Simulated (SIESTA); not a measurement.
BiTe:

```
CELL_PARAMETERS angstrom
2.42271 1.39875 3.31729
-2.42271 1.39875 3.31729
0.00000 -2.79750 3.31729
ATOMIC_POSITIONS crystal
Bi 0.50000 0.50000 0.50000
Te 0.00000 0.00000 0.00000
```

The cell comes from a database or a generator and needn't be the stable form of this composition.

- Program: SIESTA 5.4.2
- Task: relaxation of cell and atoms
- Functional: PBE
- Potentials or basis: PseudoDojo 0.4 standard (PBE files)
- Basis: SZ (energy shift 0.003 Ry)
- Grid cutoff: 500 Ry
- Energy shift: 0.003 Ry
- k mesh: 5 × 5 × 5
- Occupations: fermi-dirac, width 0.05 eV
- Spin: no spin polarisation

At the start: pressure 4.8 GPa; volume 33.72 Å³/atom.

Task: How do energy, volume and symmetry change on relaxing?

Result: Over 10 steps the energy falls by 45.8 meV/atom and the volume is 37.14 Å³/atom (+10.1 %); space group R-3m (No. 166, to 0.05 Å).

Step by step:
```tsv
step	energy change (eV)	largest force (eV/Å)	pressure (GPa)	volume (Å³)
1	0.0000	0.0000	4.81	67.45
2	-0.0099	0.0000	4.49	67.79
3	-0.0827	0.0000	0.35	72.91
4	-0.0644	0.0000	2.09	70.46
5	-0.0635	0.0000	-1.61	76.28
6	-0.0061	0.0000	-3.15	79.55
7	0.1286	0.0000	8.62	64.60
8	-0.0865	0.0000	-0.84	75.72
9	-0.0915	0.0000	0.09	74.16
10	-0.0917	0.0000	-0.01	74.28
```

Final structure:
```
Bi Te
1.0
     2.43587    1.40635    3.61405
    -2.43587    1.40635    3.61405
     0.00000   -2.81270    3.61405
Bi Te
1 1
Direct
  0.50000 0.50000 0.50000
  0.00000 0.00000 0.00000
```

Caveat: the basis has no polarisation orbitals; the basis of atomic orbitals isn't converged, which shifts pressures, moduli and gaps.
